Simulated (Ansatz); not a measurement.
# ClH3HfO3: molecular dynamics

Aim: follow the molecule's vibrations and see whether its bonds hold. The start is relaxed first. Runs: 300 steps of 0.5 fs under a Nosé-Hoover thermostat at 300 K.

Program: Ansatz 0.2.0. Level of theory: RKS CAM-B3LYP-D4/def2-SVP. These are calculated values, not measurements.

### Step 1. The structure to begin with

Bond lengths: Hf1–Cl2 2.520 Å, Hf1–O3 2.070 Å, O3–H4 1.010 Å, Hf1–O5 2.069 Å, O5–H6 1.010 Å, Hf1–O7 2.069 Å, O7–H8 1.010 Å. Angles: Cl2–Hf1–O3 109.4°, Cl2–Hf1–O5 109.5°, Cl2–Hf1–O7 109.5°, O3–Hf1–O5 109.5°, O3–Hf1–O7 109.5°, O5–Hf1–O7 109.5°, Hf1–O3–H4 109.5°, Hf1–O5–H6 109.5°, Hf1–O7–H8 109.5°.

Structure file:

```xyz
8

Hf    0.0000    0.0000    0.0000
Cl    0.0000    0.0000    2.5200
O     1.9520    0.0000   -0.6893
H     2.2684   -0.9521   -0.8060
O    -0.9750    1.6891   -0.6893
H    -1.9328    1.4584   -0.9117
O    -0.9750   -1.6891   -0.6893
H    -1.4296   -2.1548    0.0831
```

### Step 2. Preparing the start

File input.yaml:

```yaml
crystal:
  periodic: [false, false, false]
  atoms:
    - { symbol: Hf, position_ang: [0.0, 0.0, 0.0] }
    - { symbol: Cl, position_ang: [0.0, 0.0, 2.52] }
    - { symbol: O, position_ang: [1.952, 0.0, -0.6893] }
    - { symbol: H, position_ang: [2.2684, -0.9521, -0.806] }
    - { symbol: O, position_ang: [-0.975, 1.6891, -0.6893] }
    - { symbol: H, position_ang: [-1.9328, 1.4584, -0.9117] }
    - { symbol: O, position_ang: [-0.975, -1.6891, -0.6893] }
    - { symbol: H, position_ang: [-1.4296, -2.1548, 0.0831] }
basis:
  gaussian: { orbitals: def2-SVP }
hamiltonian:
  xc: cam_b3lyp
  dispersion: d4
relax:
  f_tol: 0.02
  max_steps: 40
output:
  orbitals: {}
```

The run is started by

```bash
ansatz run input.yaml --threads 2 --pin off --max-ram 3072MiB --backend cpu --events-out ev --progress --plain --runs-dir out
```

Log, cut to the lines that bear on the results:

```text
Warning: RAYON_NUM_THREADS=2 ignored (pool sized by the plan → 2); use --threads N
[...]
Functional definition: CAM-B3LYP
[...]
1094 factors; integrals over basis functions are off by at most 2.7e-4 eV
333 factors; integrals over basis functions are off by at most 6.7e-6 eV
[...]
mean field -20014.27563460 eV, -735.5110634082 hartree, gradient 1.2e-5 eV, S^2 0.000000; 0 other end points of the search recorded, 0 dependent functions left out
[...]
reference -20014.27579820 eV, -735.5110694203 hartree; 28, 28 occupied and 79, 79 virtual orbitals, 1094 factors
relax step   1: F+E_penalty+E_count = -20014.40813087 eV  Δ(F+E_penalty+E_count) = +0.000e0 eV  max|allowed force component| = 2.913e0 eV/Å  Δτ_max = 0.0000 Å  (31 SCF iters, accepted)
[...]
relax step   3: F+E_penalty+E_count = -20015.44947015 eV  Δ(F+E_penalty+E_count) = -2.383e-1 eV  max|allowed force component| = 4.089e-1 eV/Å  Δτ_max = 0.1335 Å  (37 SCF iters, accepted)
[...]
relax step   5: F+E_penalty+E_count = -20015.59518492 eV  Δ(F+E_penalty+E_count) = -4.768e-2 eV  max|allowed force component| = 1.458e0 eV/Å  Δτ_max = 0.1952 Å  (37 SCF iters, accepted)
[...]
relax step   7: F+E_penalty+E_count = -20015.77673111 eV  Δ(F+E_penalty+E_count) = -5.821e-2 eV  max|allowed force component| = 1.876e-1 eV/Å  Δτ_max = 0.1824 Å  (35 SCF iters, accepted)
[...]
relax step   8: F+E_penalty+E_count = -20015.78344488 eV  Δ(F+E_penalty+E_count) = -6.714e-3 eV  max|allowed force component| = 2.477e-2 eV/Å  Δτ_max = 0.0687 Å  (31 SCF iters, accepted)
[...]
relax step   9: F+E_penalty+E_count = -20015.78374912 eV  Δ(F+E_penalty+E_count) = -3.042e-4 eV  max|allowed force component| = 1.601e-2 eV/Å  Δτ_max = 0.0186 Å  (32 SCF iters, accepted)
1094 factors; integrals over basis functions are off by at most 3.8e-4 eV
333 factors; integrals over basis functions are off by at most 5.0e-6 eV
[...]
mean field -20015.64106377 eV, -735.5612420046 hartree, gradient 2.7e-5 eV, S^2 0.000000; 1 other end points of the search recorded, 0 dependent functions left out
[...]
reference -20015.64122462 eV, -735.5612479159 hartree; 28, 28 occupied and 79, 79 virtual orbitals, 1094 factors
Total energy: -20015.78390997 eV, -735.5664915058 hartree
Atom 0 at    -0.109014    -0.153774     0.155270 Å, force     0.000411     0.000981     0.007852 eV/Å
Atom 1 at     0.095904     0.239845     2.501713 Å, force    -0.001283    -0.002547    -0.016009 eV/Å
Atom 2 at     1.645281    -0.297828    -0.609363 Å, force    -0.002863     0.000130     0.001193 eV/Å
Atom 3 at     2.490838    -0.383110    -1.047067 Å, force    -0.005115     0.001698     0.001970 eV/Å
Atom 4 at    -1.055183     1.312443    -0.643406 Å, force     0.001214    -0.002498     0.001256 eV/Å
Atom 5 at    -1.524879     2.010314    -1.097484 Å, force     0.004090    -0.003611     0.002072 eV/Å
Atom 6 at    -1.079148    -1.786260    -0.120624 Å, force     0.001610     0.002576     0.000975 eV/Å
Atom 7 at    -1.555799    -2.590130    -0.321539 Å, force     0.001936     0.003271     0.000691 eV/Å
Dipole moment:    -0.067751    -0.129459    -0.755717 e Å
```

Wall time 25 s (2 threads of Intel Xeon 6975P-C (Granite Rapids), shared host); peak memory 0.3 GiB.

Step by step:

| step | energy from step 1 (eV) | largest force component (eV/Å) |
| --- | --- | --- |
| 1 | 0.0000 | 2.9130 |
| 2 | -0.8031 | 1.7794 |
| 3 | -1.0413 | 0.4089 |
| 4 | -1.1394 | 0.4384 |
| 5 | -1.1871 | 1.4580 |
| 6 | -1.3104 | 0.3992 |
| 7 | -1.3686 | 0.1876 |
| 8 | -1.3753 | 0.0248 |
| 9 | -1.3756 | 0.0160 |

Step 1 is the start.

After: Bond lengths: Hf1–Cl2 2.388 Å, Hf1–O3 1.919 Å, O3–H4 0.956 Å, Hf1–O5 1.919 Å, O5–H6 0.956 Å, Hf1–O7 1.919 Å, O7–H8 0.956 Å. Angles: Cl2–Hf1–O3 109.0°, Cl2–Hf1–O5 109.0°, Cl2–Hf1–O7 109.0°, O3–Hf1–O5 110.0°, O3–Hf1–O7 109.9°, O5–Hf1–O7 109.9°, Hf1–O3–H4 176.1°, Hf1–O5–H6 176.1°, Hf1–O7–H8 176.1°.

### Step 3. Dynamics

300 steps of 0.5 fs under a Nosé-Hoover thermostat at 300 K, from the relaxed start.

File input.yaml:

```yaml
crystal:
  periodic: [false, false, false]
  atoms:
    - { symbol: Hf, position_ang: [-0.109014, -0.153774, 0.15527] }
    - { symbol: Cl, position_ang: [0.095904, 0.239845, 2.501713] }
    - { symbol: O, position_ang: [1.645281, -0.297828, -0.609363] }
    - { symbol: H, position_ang: [2.490838, -0.38311, -1.047067] }
    - { symbol: O, position_ang: [-1.055183, 1.312443, -0.643406] }
    - { symbol: H, position_ang: [-1.524879, 2.010314, -1.097484] }
    - { symbol: O, position_ang: [-1.079148, -1.78626, -0.120624] }
    - { symbol: H, position_ang: [-1.555799, -2.59013, -0.321539] }
basis:
  gaussian: { orbitals: def2-SVP }
hamiltonian:
  xc: cam_b3lyp
  dispersion: d4
md:
  timestep: 0.5
  n_steps: 300
  ensemble: nvt_nose_hoover
  temperature: 300.0
  initial_velocities: maxwell_boltzmann
  seed: 662270
  nose_hoover: { tau: 300.0, chain_length: 1 }
```

The run is started by

```bash
ansatz run input.yaml --threads 2 --pin off --max-ram 3072MiB --backend cpu --events-out ev --progress --plain --runs-dir out
```

Log, cut to the lines that bear on the results:

```text
Warning: RAYON_NUM_THREADS=2 ignored (pool sized by the plan → 2); use --threads N
[...]
[... 1 set-up line as earlier in the session ...]
[...]
1092 factors; integrals over basis functions are off by at most 2.3e-4 eV
333 factors; integrals over basis functions are off by at most 5.0e-6 eV
[...]
mean field -20015.64108123 eV, -735.5612426465 hartree, gradient 2.5e-5 eV, S^2 0.000000; 0 other end points of the search recorded, 0 dependent functions left out
[...]
reference -20015.64124210 eV, -735.5612485584 hartree; 28, 28 occupied and 79, 79 virtual orbitals, 1092 factors
md step     0: t =     0.00 fs  T =   300.0 K  F+E_penalty+E_count = -20015.78376657 eV  E_kin = 0.232668 eV  conserved = -20015.55109857 eV  (27 SCF iters)
[...]
md step    17: t =     8.50 fs  T =   200.4 K  F+E_penalty+E_count = -20015.70637345 eV  E_kin = 0.155421 eV  conserved = -20015.55097525 eV  (34 SCF iters, 3 dispersion substeps)
[...]
md step    34: t =    17.00 fs  T =   191.0 K  F+E_penalty+E_count = -20015.69887349 eV  E_kin = 0.148104 eV  conserved = -20015.55088445 eV  (30 SCF iters, 3 dispersion substeps)
[...]
md step    51: t =    25.50 fs  T =   213.4 K  F+E_penalty+E_count = -20015.71591753 eV  E_kin = 0.165499 eV  conserved = -20015.55075905 eV  (33 SCF iters, 3 dispersion substeps)
[...]
md step    68: t =    34.00 fs  T =    96.0 K  F+E_penalty+E_count = -20015.62424722 eV  E_kin = 0.074431 eV  conserved = -20015.55037722 eV  (32 SCF iters, 3 dispersion substeps)
md step    69: t =    34.50 fs  T =    70.6 K  F+E_penalty+E_count = -20015.60378700 eV  E_kin = 0.054729 eV  conserved = -20015.54962959 eV  (32 SCF iters, 3 dispersion substeps)
```

### Step 4. The output, continued: dynamics from the start

The log, continued, cut to the lines that bear on the results:

```text
md step    70: t =    35.00 fs  T =    55.2 K  F+E_penalty+E_count = -20015.59133126 eV  E_kin = 0.042777 eV  conserved = -20015.54913383 eV  (30 SCF iters, 3 dispersion substeps)
[...]
md step    92: t =    46.00 fs  T =   194.4 K  F+E_penalty+E_count = -20015.70049130 eV  E_kin = 0.150802 eV  conserved = -20015.55074200 eV  (35 SCF iters, 3 dispersion substeps)
[...]
md step   114: t =    57.00 fs  T =    68.2 K  F+E_penalty+E_count = -20015.60150890 eV  E_kin = 0.052930 eV  conserved = -20015.55012731 eV  (35 SCF iters, 3 dispersion substeps)
[...]
md step   136: t =    68.00 fs  T =   124.4 K  F+E_penalty+E_count = -20015.64358637 eV  E_kin = 0.096491 eV  conserved = -20015.54929188 eV  (34 SCF iters, 3 dispersion substeps)
[...]
md step   158: t =    79.00 fs  T =    89.5 K  F+E_penalty+E_count = -20015.61718683 eV  E_kin = 0.069420 eV  conserved = -20015.55076181 eV  (32 SCF iters, 3 dispersion substeps)
md step   159: t =    79.50 fs  T =    69.6 K  F+E_penalty+E_count = -20015.60119736 eV  E_kin = 0.054015 eV  conserved = -20015.55020593 eV  (31 SCF iters, 3 dispersion substeps)
md step   160: t =    80.00 fs  T =    47.6 K  F+E_penalty+E_count = -20015.58347921 eV  E_kin = 0.036940 eV  conserved = -20015.54958445 eV  (33 SCF iters, 3 dispersion substeps)
```

### Step 5. The log goes on: dynamics from the start

The log, continued, cut to the lines that bear on the results:

```text
md step   161: t =    80.50 fs  T =    35.5 K  F+E_penalty+E_count = -20015.57364766 eV  E_kin = 0.027507 eV  conserved = -20015.54920128 eV  (29 SCF iters, 3 dispersion substeps)
[...]
md step   179: t =    89.50 fs  T =   156.8 K  F+E_penalty+E_count = -20015.66722082 eV  E_kin = 0.121627 eV  conserved = -20015.54951265 eV  (29 SCF iters, 3 dispersion substeps)
[...]
md step   197: t =    98.50 fs  T =   136.1 K  F+E_penalty+E_count = -20015.65058528 eV  E_kin = 0.105516 eV  conserved = -20015.55026079 eV  (35 SCF iters, 3 dispersion substeps)
[...]
md step   215: t =   107.50 fs  T =   197.7 K  F+E_penalty+E_count = -20015.69798573 eV  E_kin = 0.153352 eV  conserved = -20015.55092703 eV  (34 SCF iters, 3 dispersion substeps)
[...]
Total energy: -20015.64638565 eV, -735.5614375801 hartree
Atom 0 at    -0.090387    -0.152049     0.155048 Å, force    -0.286896     0.177099    -1.311314 eV/Å
Atom 1 at     0.054240     0.220881     2.486990 Å, force     0.070838     0.050800     0.149227 eV/Å
Atom 2 at     1.723828    -0.290561    -0.619840 Å, force    -2.133719     0.252308     1.139480 eV/Å
Atom 3 at     2.447545    -0.482420    -1.185354 Å, force     0.866718    -0.200115    -0.631973 eV/Å
Atom 4 at    -1.135085     1.301297    -0.656211 Å, force     0.759122    -0.810242     0.551353 eV/Å
Atom 5 at    -1.757908     1.966327    -0.951769 Å, force     0.082002    -0.087958     0.011847 eV/Å
Atom 6 at    -1.165479    -1.752874    -0.074645 Å, force     0.033895    -0.260540     0.049807 eV/Å
Atom 7 at    -1.720652    -2.553741    -0.132063 Å, force     0.608041     0.878648     0.041573 eV/Å
Dipole moment:    -0.150578    -0.192352    -0.617958 e Å
```

It took 13 min on 2 threads of Intel Xeon 6975P-C (Granite Rapids), shared host; peak memory 0.31 GiB.

### Step 6. Frames and traces

One step in 12; energies are changes from step 0:

```csv
time (fs),T (K),potential energy change (meV/atom),conserved energy change (meV/atom)
0.0,300,0.0,0.00
6.0,176,12.3,0.23
12.0,169,12.8,0.03
18.0,157,14.1,0.19
24.0,212,8.7,0.09
30.0,130,16.7,0.13
36.0,80,21.5,0.15
42.0,176,12.1,0.04
48.0,133,16.6,0.21
54.0,113,18.3,0.03
60.0,46,25.1,0.25
66.0,170,12.8,0.02
72.0,108,19.1,0.21
78.0,87,21.1,0.05
84.0,98,20.2,0.15
90.0,181,12.2,0.13
96.0,162,14.1,0.10
102.0,96,20.7,0.20
108.0,204,10.2,0.02
114.0,204,10.5,0.23
120.0,219,9.0,0.01
126.0,114,19.5,0.25
132.0,235,7.7,0.04
138.0,207,10.8,0.19
144.0,159,15.5,0.10
150.0,143,17.2,0.10
```

time (fs), T (K) and a bar:
```
      0.0        300 ##############################
      6.5        171 ############
     13.0        158 ###########
     19.5        184 ##############
     26.0        185 ##############
     32.5        114 #####
     39.0         88 #
     45.5        206 #################
     52.0         81 
     58.5         91 #
     65.0        120 #####
     71.5        133 #######
     78.5         97 ##
     85.0         91 #
     91.5        211 ##################
     98.0        117 #####
    104.5        129 #######
    111.0        231 #####################
    117.5        197 ################
    124.0        174 #############
    130.5        158 ###########
    137.0        259 ########################
    143.5        140 ########
    150.0        143 #########
```

Maxima of the velocity power spectrum (cm⁻¹, relative height; resolution about 440 cm⁻¹): 220 (95), 720 (100), 4000 (64).

### Step 7. Frames from the trajectory

Positions (Å) and forces (eV/Å):

```xyz
8
time_fs=19.0 T=159 dE=0.1114
Hf   -0.129   -0.161    0.160    0.351    0.343   -0.530
Cl    0.146    0.269    2.508   -0.124   -0.111   -0.268
O     1.674   -0.288   -0.556   -2.252    0.225    1.439
H     2.371   -0.377   -1.159    1.510   -0.183   -1.208
O    -1.026    1.362   -0.668    0.341   -0.659    0.347
H    -1.312    2.162   -1.110    0.006   -0.115    0.046
O    -1.042   -1.831   -0.204   -0.254   -0.711   -0.038
H    -1.381   -2.735   -0.378    0.422    1.211    0.211
8
time_fs=37.5 T=128 dE=0.1341
Hf   -0.144   -0.164    0.160    0.279   -0.282    1.356
Cl    0.184    0.288    2.494   -0.176   -0.085   -0.001
O     1.612   -0.275   -0.495    1.503   -0.126   -0.970
H     2.369   -0.356   -1.090   -0.325    0.050    0.380
O    -0.956    1.326   -0.648   -0.668    1.041   -0.615
H    -1.167    2.146   -1.089   -0.092    0.044   -0.050
O    -0.986   -1.819   -0.258   -0.415   -0.491   -0.035
H    -1.263   -2.704   -0.474   -0.107   -0.151   -0.066
8
time_fs=56.0 T=36 dE=0.2078
Hf   -0.151   -0.169    0.174    0.714    0.371   -1.685
Cl    0.205    0.299    2.477   -0.212   -0.106    0.145
O     1.663   -0.273   -0.518    0.721   -0.061   -0.232
H     2.597   -0.316   -0.857   -1.794    0.092    0.638
O    -0.969    1.398   -0.694    0.354   -1.131    0.690
H    -1.244    2.179   -1.172    0.013   -0.035    0.000
O    -0.992   -1.870   -0.306    0.683    2.055    0.931
H    -1.312   -2.679   -0.645   -0.479   -1.186   -0.487
8
time_fs=75.0 T=121 dE=0.1415
Hf   -0.148   -0.168    0.167    0.159   -0.044    0.731
Cl    0.208    0.300    2.475   -0.172   -0.068    0.272
O     1.606   -0.270   -0.499    0.462   -0.091   -0.295
H     2.548   -0.242   -0.569    0.681    0.012   -0.166
O    -0.953    1.329   -0.654   -0.604    0.749   -0.471
H    -1.288    2.033   -1.206   -0.020    0.067   -0.011
O    -0.989   -1.816   -0.290   -0.701   -0.981   -0.357
H    -1.371   -2.573   -0.752    0.195    0.355    0.298
8
time_fs=94.0 T=167 dE=0.1087
Hf   -0.138   -0.167    0.165    0.546    0.132   -0.595
Cl    0.192    0.294    2.494   -0.209   -0.124   -0.127
O     1.677   -0.279   -0.517   -2.216   -0.118    0.415
H     2.600   -0.184   -0.607    1.494    0.139   -0.217
O    -1.024    1.341   -0.667    0.176   -0.392    0.190
H    -1.369    2.025   -1.242    0.030   -0.053    0.078
O    -1.057   -1.818   -0.274   -0.272   -0.444   -0.254
H    -1.459   -2.600   -0.700    0.450    0.860    0.510
8
time_fs=112.5 T=245 dE=0.0509
Hf   -0.121   -0.165    0.157   -0.210    0.407   -0.062
Cl    0.158    0.277    2.505   -0.154   -0.109   -0.230
O     1.675   -0.283   -0.509    0.895    0.143   -0.470
H     2.579   -0.179   -0.864   -1.021   -0.156    0.386
O    -1.078    1.309   -0.659    0.343   -0.340    0.205
H    -1.440    2.032   -1.169   -0.009   -0.019    0.028
O    -1.109   -1.773   -0.229    0.447    0.654    0.319
H    -1.504   -2.595   -0.475   -0.290   -0.579   -0.175
8
time_fs=131.0 T=178 dE=0.1074
Hf   -0.105   -0.157    0.150   -0.026   -0.359    1.020
Cl    0.109    0.250    2.497   -0.046   -0.009    0.002
O     1.668   -0.283   -0.526    1.954   -0.106   -1.535
H     2.457   -0.311   -1.125   -1.294    0.037    1.078
O    -1.089    1.245   -0.630   -0.382    0.901   -0.444
H    -1.552    1.984   -1.017   -0.076    0.080   -0.070
O    -1.139   -1.729   -0.155    0.479    0.581    0.117
H    -1.568   -2.554   -0.246   -0.609   -1.123   -0.168
8
time_fs=150.0 T=143 dE=0.1375
Hf   -0.090   -0.152    0.155   -0.287    0.177   -1.311
Cl    0.054    0.221    2.487    0.071    0.051    0.149
O     1.724   -0.291   -0.620   -2.134    0.252    1.139
H     2.447   -0.482   -1.185    0.867   -0.200   -0.632
O    -1.135    1.301   -0.656    0.759   -0.810    0.551
H    -1.758    1.966   -0.952    0.082   -0.088    0.012
O    -1.165   -1.753   -0.075    0.034   -0.261    0.050
H    -1.721   -2.554   -0.132    0.608    0.879    0.042
```

### Step 8. Results

| quantity | value |
| --- | --- |
| relaxation of the start | 8 moves, 1.376 eV lower |
| length | 300 steps of 0.5 fs |
| temperature, first and last step | 300 and 143 K |
| temperature, second half | mean 162 K, from 35 to 268 K |
| potential energy, second half | +15 meV/atom from the start |
| largest change of the conserved energy | 0.25 meV/atom |
| bonds formed or broken | 0 |

**Reading.** Against a set 300 K the second half averages 162 K with a spread of 53 K; 15 meV/atom has gone into potential energy, and a thermostat that acts over some 300 fs has not made it up in 150 fs. The conserved energy strays from its start by at most 0.25 meV/atom, 1.7 % of the mean kinetic energy, so a step of 0.5 fs is short enough over this time. The bonding pattern survives the run. A run of 150 fs with 8 atoms shows the motion but fixes no equilibrium value. The nuclei move classically, without zero-point motion, which matters most for hydrogen.
